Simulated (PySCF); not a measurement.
# FH7SeSi3: the cost of one run

The runs use PySCF 2.14.0, with density-fitted response routines of our own; the level of theory stands in each step. All values are computed, except where a source is named. Atoms are numbered from 0 throughout.

### 1 The starting structure

12 atoms, charge 0, multiplicity 1; geometry from: GFN2-xTB. The atoms were then displaced at random by about 0.01 Å, so the start is not that level's minimum.

Bonds of the start (Å): F0–Si1 1.60, Si1–Si2 2.30, Si2–Se3 2.36, Se3–Si4 2.26, Si1–H5 1.46, Si1–H6 1.45, Si2–H7 1.47, Si2–H8 1.48, Si4–H9 1.45, Si4–H10 1.45, Si4–H11 1.47.

### 2 Optimising the geometry at PBE0-D3(BJ)/def2-SVP

Job settings and geometry (Å):

```
{"job": {"xc": "PBE0", "basis": "def2-SVP", "d3": "d3bj", "grid": 1, "shake": 0.01, "kind": "geom"}, "charge": 0, "multiplicity": 1}
F     -3.207790    -0.648390    -0.885720
Si    -2.027090     0.378690    -0.529490
Si    -0.705240    -0.839800     0.904760
Se     1.216150     0.373320     1.537790
Si     2.405790     0.408650    -0.384460
H     -1.450950     0.708640    -1.834940
H     -2.687250     1.552520     0.019310
H     -0.136910    -2.079390     0.344430
H     -1.274260    -1.153290     2.234060
H      1.725300     1.287590    -1.315730
H      2.470940    -0.948700    -0.886970
H      3.711000     0.931880     0.038140
```

Command:

```bash
> OMP_NUM_THREADS=1 python probes_run.py task.json out
```

This one command runs all jobs of the session in turn.

**Question.** How long does this first job take on 1 thread of Arm Neoverse N1, shared host, and how much memory does it need?

About 3.8 min, with a peak of 0.52 GiB.
